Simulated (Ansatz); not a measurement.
# BAsH₆: geometry optimisation

The task: find the minimum of BAsH₆ nearest to the start.

Computed with Ansatz 0.2.0. Level: RKS PBE0-D4/def2-SVPD.

## Step 1: Where the work starts

SMILES `[BH3-][AsH3+]`, 8 atoms, charge 0, spin multiplicity 1.

Atoms are counted from 1 here; the program's logs count them from 0.

Bond lengths: B1–As2 2.052 Å, B1–H3 1.224 Å, B1–H4 1.224 Å, B1–H5 1.224 Å, As2–H6 1.524 Å, As2–H7 1.524 Å, As2–H8 1.524 Å. Angles: As2–B1–H3 102.8°, As2–B1–H4 102.7°, As2–B1–H5 102.6°, H3–B1–H4 115.4°, H3–B1–H5 115.3°, H4–B1–H5 115.3°, B1–As2–H6 119.2°, B1–As2–H7 119.3°, B1–As2–H8 119.0°, H6–As2–H7 98.3°, H6–As2–H8 98.3°, H7–As2–H8 98.3°.

As a file:

```mol
AsBH6
  3D, bonds by distance, orders not assigned

  8  7  0  0  0  0  0  0  0  0999 V2000
   -0.6290    0.1797   -1.0091 B   0  0
    0.4616   -0.1399    0.6997 As  0  0
   -1.7537   -0.1764   -0.6834 H   0  0
   -0.0670   -0.5398   -1.8245 H   0  0
   -0.4926    1.3824   -1.1912 H   0  0
    0.0762    0.5983    1.9764 H   0  0
    0.5465   -1.5478    1.2776 H   0  0
    1.9502    0.1865    0.6987 H   0  0
  1  2  8  0
  1  3  8  0
  1  4  8  0
  1  5  8  0
  2  6  8  0
  2  7  8  0
  2  8  8  0
M  END
```

## Step 2: Relaxation

File input.yaml:

```yaml
crystal:
  periodic: [false, false, false]
  atoms:
    - { symbol: B, position_ang: [-0.628989, 0.179665, -1.009146] }
    - { symbol: As, position_ang: [0.461595, -0.139887, 0.699715] }
    - { symbol: H, position_ang: [-1.753703, -0.176434, -0.683371] }
    - { symbol: H, position_ang: [-0.067008, -0.539847, -1.824454] }
    - { symbol: H, position_ang: [-0.49257, 1.38241, -1.191201] }
    - { symbol: H, position_ang: [0.076172, 0.598269, 1.976352] }
    - { symbol: H, position_ang: [0.546472, -1.547819, 1.277573] }
    - { symbol: H, position_ang: [1.950231, 0.186543, 0.698733] }
basis:
  gaussian: { orbitals: def2-SVPD }
hamiltonian:
  xc: pbe0
  dispersion: d4
output:
  forces: true
relax:
  f_tol: 0.003
  max_steps: 120
```

On the command line:

```bash
$ ansatz run input.yaml --threads 1 --pin off --max-ram 2560MiB --backend cpu --events-out ev --progress --plain --runs-dir out
```

Q: Predict the outcome of this session. Wanted: energy gained; root mean square move; dipole moment.

The runs gave:

| quantity | value |
| --- | --- |
| energy gained | 0.0082 eV |
| root mean square move | 0.012 Å |
| dipole moment | 3.96 D |

What this shows: Bond lengths: B1–As2 2.047 Å, B1–H3 1.217 Å, B1–H4 1.217 Å, B1–H5 1.217 Å, As2–H6 1.509 Å, As2–H7 1.509 Å, As2–H8 1.509 Å. Angles: As2–B1–H3 102.9°, As2–B1–H4 102.9°, As2–B1–H5 102.8°, H3–B1–H4 115.2°, H3–B1–H5 115.2°, H4–B1–H5 115.2°, B1–As2–H6 118.7°, B1–As2–H7 118.7°, B1–As2–H8 118.7°, H6–As2–H7 98.9°, H6–As2–H8 98.9°, H7–As2–H8 98.9°. No frequencies were computed here.
